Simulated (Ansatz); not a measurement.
# AlH7O3Si2: small, medium and large basis sets

How large a basis does AlH7O3Si2 need? Two functionals are run in growing sets.

The runs use Ansatz 0.2.0, Gaussian basis; one geometry, several basis sets.

The runs, in order: PBE0-D4/def2-SVP; ωB97M-V/def2-SVP; PBE0-D4/def2-QZVPP; ωB97M-V/def2-QZVPP; the functionals' def2-TZVPP values are taken from earlier runs.

### Step 1. The relaxed structure

All runs share one geometry, relaxed beforehand with PBE0-D4 in a triple-zeta def2 set.

13 atoms, charge 0, spin multiplicity 1.

Atoms are counted from 1 here; the program's logs count them from 0.

Bond lengths: O1–Al2 1.684 Å, O1–H7 0.956 Å, Al2–O3 1.669 Å, Al2–O5 1.675 Å, O3–Si4 1.623 Å, Si4–H8 1.487 Å, Si4–H9 1.487 Å, Si4–H10 1.487 Å, O5–Si6 1.625 Å, Si6–H11 1.487 Å, Si6–H12 1.488 Å, Si6–H13 1.487 Å. Angles: Al2–O1–H7 122.4°, O1–Al2–O3 118.6°, O1–Al2–O5 121.1°, O3–Al2–O5 120.3°, Al2–O3–Si4 168.1°, O3–Si4–H8 109.7°, O3–Si4–H9 110.2°, O3–Si4–H10 110.4°, H8–Si4–H9 108.8°, H8–Si4–H10 108.8°, H9–Si4–H10 108.9°, Al2–O5–Si6 161.4°, O5–Si6–H11 109.7°, O5–Si6–H12 110.9°, O5–Si6–H13 109.7°, H11–Si6–H12 108.8°, H11–Si6–H13 108.9°, H12–Si6–H13 108.8°.

### Step 2. PBE0-D4 in def2-SVP

in.yaml reads:

```yaml
crystal:
  periodic: [false, false, false]
  atoms:
    - {symbol: O, position_ang: [1.487619, 1.691729, -1.443258]}
    - {symbol: Al, position_ang: [0.481946, 0.652758, -0.579519]}
    - {symbol: O, position_ang: [1.159354, -0.321350, 0.594210]}
    - {symbol: Si, position_ang: [2.106376, -1.117844, 1.644932]}
    - {symbol: O, position_ang: [-1.164406, 0.590975, -0.883935]}
    - {symbol: Si, position_ang: [-2.732403, 0.172478, -0.797456]}
    - {symbol: H, position_ang: [1.157763, 2.271899, -2.127076]}
    - {symbol: H, position_ang: [1.316285, -2.172526, 2.333077]}
    - {symbol: H, position_ang: [2.644488, -0.179198, 2.665229]}
    - {symbol: H, position_ang: [3.244200, -1.759067, 0.933727]}
    - {symbol: H, position_ang: [-3.190000, -0.330033, -2.119843]}
    - {symbol: H, position_ang: [-2.943121, -0.893000, 0.219216]}
    - {symbol: H, position_ang: [-3.547800, 1.358580, -0.424604]}
basis:
  gaussian: {orbitals: def2-SVP}
hamiltonian: {xc: pbe0, dispersion: d4}
output: {orbitals: {seedname: orbitals}}
```

Run with:

```console
$ ansatz run in.yaml --threads 4 --pin off --events-out ev --progress --plain --max-ram 11315MiB
```

Further steps of the session: ωB97M-V in def2-SVP; PBE0-D4 in def2-QZVPP; ωB97M-V in def2-QZVPP.

Before running them: what should the planned runs give, taken together? Wanted: PBE0-D4: double and triple zeta above quadruple; ωB97M-V: double and triple zeta above quadruple.

As calculated:

| quantity | value |
| --- | --- |
| PBE0-D4: double and triple zeta above quadruple | 17.17, 1.16 eV |
| ωB97M-V: double and triple zeta above quadruple | 17.25, 1.07 eV |

PBE0-D4 gains 16.01 eV from double to triple zeta, then 1.16 eV more. Total energies overstate the basis error of differences, where much of it tends to cancel. The LUMO of ωB97M-V is positive and keeps falling with the basis (1.11 to 0.36 eV): an unbound level that the basis holds in place.
